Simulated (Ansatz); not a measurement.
**CAlF2N: how energies converge with the basis set**

Aim: see how fast density functionals converge with the basis set for CAlF2N.

Method: one geometry, several basis sets; program: Ansatz 0.2.0, Gaussian basis.

Levels to be run: PBE0-D4/def2-SVP; ωB97M-V/def2-SVP; PBE0-D4/def2-QZVPP; ωB97M-V/def2-QZVPP; the functionals' def2-TZVPP values are taken from earlier runs.

## (1) The geometry

All runs share one geometry, relaxed beforehand with PBE0-D4 in a triple-zeta def2 set.

SMILES `N#[C][Al]([F])[F]`, 5 atoms, charge 0, spin multiplicity 1.

Atoms are counted from 1 here; the program's logs count them from 0.

Bond lengths: N1–C2 1.152 Å, C2–Al3 1.905 Å, Al3–F4 1.627 Å, Al3–F5 1.627 Å. Angles: N1–C2–Al3 180.0°, C2–Al3–F4 119.3°, C2–Al3–F5 119.3°, F4–Al3–F5 121.5°.

As a file:

```xyz
5
CAlF2N
N     1.5285   -1.2486    1.3518
C     0.7941   -0.6519    0.6941
Al   -0.4197    0.3344   -0.3931
F    -1.7034   -0.4252   -1.0425
F    -0.1496    1.9177   -0.6518
```

## (2) PBE0-D4 in def2-SVP

in.yaml reads:

```yaml
crystal:
  periodic: [false, false, false]
  atoms:
    - {symbol: N, position_ang: [1.528495, -1.248620, 1.351812]}
    - {symbol: C, position_ang: [0.794109, -0.651908, 0.694086]}
    - {symbol: Al, position_ang: [-0.419721, 0.334391, -0.393136]}
    - {symbol: F, position_ang: [-1.703444, -0.425245, -1.042488]}
    - {symbol: F, position_ang: [-0.149640, 1.917682, -0.651773]}
basis:
  gaussian: {orbitals: def2-SVP}
hamiltonian: {xc: pbe0, dispersion: d4}
output: {orbitals: {seedname: orbitals}}
```

After this run come: ωB97M-V in def2-SVP; PBE0-D4 in def2-QZVPP; ωB97M-V in def2-QZVPP.

**Question.** What will the summary of the whole plan be? Wanted: PBE0-D4: double and triple zeta above quadruple; ωB97M-V: double and triple zeta above quadruple.

As calculated:

| quantity | value |
| --- | --- |
| PBE0-D4: double and triple zeta above quadruple | 12.92, 0.67 eV |
| ωB97M-V: double and triple zeta above quadruple | 13.06, 0.62 eV |

PBE0-D4 gains 12.25 eV from double to triple zeta, then 0.67 eV more. Total energies overstate the basis error of differences, where much of it tends to cancel.
